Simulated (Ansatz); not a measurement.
# HIF radical: geometry and frequencies at several levels

One table from this session's results is given with a row withheld; the runs are named, their logs left out.

Computed with Ansatz 0.2.0 (the levels named in each step, unless a step's input says otherwise).

## The system as given

Bond lengths: F1–H3 0.933 Å.

Structure file:

```xyz
3

F    -2.3005    2.2033   -0.8586
I     0.3576   -0.3496    0.1304
H    -1.6627    2.4829   -0.2383
```

Set-up of the first run:

Contents of input.yaml:

```yaml
crystal:
  periodic: [false, false, false]
  atoms:
    - { symbol: F, position_ang: [-2.00627959, 1.91059863, -0.75350878] }
    - { symbol: I, position_ang: [0.15648953, -0.20933067, 0.0328824] }
    - { symbol: H, position_ang: [-1.75577994, 2.63534205, -0.24586363] }
magnetization:
  spin_polarized: true
  initial_magnetization: 1
basis:
  gaussian: { orbitals: def2-TZVPP }
hamiltonian:
  xc: pbe0
  dispersion: d4
phonons: {}
```

Started as:

```bash
$ ansatz run input.yaml --threads 2 --pin off --max-ram 5120MiB --backend cpu --events-out ev --progress --plain --runs-dir out
```

Steps of the session up to this table: Frequencies, PBE0-D4/def2-TZVPP; Relaxation, PBE-D4/def2-TZVPP; Frequencies, PBE-D4/def2-TZVPP; Relaxation, r2SCAN-D4/def2-TZVPP; Frequencies, r2SCAN-D4/def2-TZVPP; Relaxation, B3LYP-D4/def2-TZVPP; Frequencies, B3LYP-D4/def2-TZVPP; Relaxation, B2PLYP/def2-TZVPP.

One of the session's tables, all rows but one given; the rest of the session is left out.

| level | F1–H3 (Å) | dipole (D) | highest frequency (cm⁻¹) |
| --- | --- | --- | --- |
| PBE0-D4/def2-TZVPP | 0.9196 | 1.88 | 4130 |
| PBE-D4/def2-TZVPP | ? | ? | ? |
| r2SCAN-D4/def2-TZVPP | 0.9235 | 1.85 | 4054 |
| B3LYP-D4/def2-TZVPP | 0.9238 | 1.90 | 4059 |
| B2PLYP/def2-TZVPP | 0.9210 | 1.94 | - |

Q: Estimate the row for PBE-D4/def2-TZVPP from the others.

As computed: F1–H3 (Å): 0.9335; dipole (D): 1.72; highest frequency (cm⁻¹): 3924. In the column «F1–H3 (Å)» it is the highest.
